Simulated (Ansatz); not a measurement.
# CH5AlO2Si: the cost of one run

Program: Ansatz 0.2.0. Level of theory: RKS BLYP/6-31G. These are calculated values, not measurements.

### 1 The system as given

Bond lengths: O1–C2 1.442 Å, C2–Si3 1.871 Å, C2–Al4 1.964 Å, Si3–Al4 2.399 Å, Al4–O5 1.840 Å, O1–H6 1.049 Å, C2–H7 1.093 Å, Si3–H8 1.523 Å, Si3–H9 1.425 Å, O5–H10 0.981 Å. Angles (14 of 17 angles, heavy atoms first): O1–C2–Si3 110.4°, O1–C2–Al4 111.3°, Si3–C2–Al4 77.4°, C2–Si3–Al4 53.0°, C2–Al4–Si3 49.6°, C2–Al4–O5 155.8°, Si3–Al4–O5 153.8°, O1–C2–H7 114.2°, Si3–C2–H7 115.3°, Al4–C2–H7 122.7°, C2–O1–H6 100.4°, C2–Si3–H8 115.6°, C2–Si3–H9 118.4°, Al4–Si3–H8 103.5°.

Structure file:

```xyz
10

O     1.1481    0.3275    1.5093
C    -0.1765    0.1158    0.9789
Si   -0.3094   -1.5894    0.2199
Al   -0.2445    0.5077   -0.9440
O    -0.4043    1.5737   -2.4353
H     1.1018    1.3511    1.7336
H    -0.9831    0.3859    1.6649
H     1.0120   -2.2461   -0.1574
H    -1.6009   -2.1799    0.1011
H     0.5398    1.7025   -2.6682
```

### 2 End point A

input.yaml

```yaml
crystal:
  periodic: [false, false, false]
  atoms:
    - { symbol: O, position_ang: [1.1481, 0.3275, 1.5093] }
    - { symbol: C, position_ang: [-0.1765, 0.1158, 0.9789] }
    - { symbol: Si, position_ang: [-0.3094, -1.5894, 0.2199] }
    - { symbol: Al, position_ang: [-0.2445, 0.5077, -0.944] }
    - { symbol: O, position_ang: [-0.4043, 1.5737, -2.4353] }
    - { symbol: H, position_ang: [1.1018, 1.3511, 1.7336] }
    - { symbol: H, position_ang: [-0.9831, 0.3859, 1.6649] }
    - { symbol: H, position_ang: [1.012, -2.2461, -0.1574] }
    - { symbol: H, position_ang: [-1.6009, -2.1799, 0.1011] }
    - { symbol: H, position_ang: [0.5398, 1.7025, -2.6682] }
basis:
  gaussian: { orbitals: "6-31G" }
hamiltonian:
  xc: blyp
relax:
  f_tol: 0.015
  max_steps: 40
output:
  orbitals: {}
```

The run is started by

```bash
> ansatz run input.yaml --threads 1 --pin off --max-ram 2048MiB --backend cpu --events-out ev --progress --plain --runs-dir out
```

What time and memory should one allow on 1 thread of Arm Neoverse V1, shared host?

About 1.9 min, with a peak of 0.16 GiB.
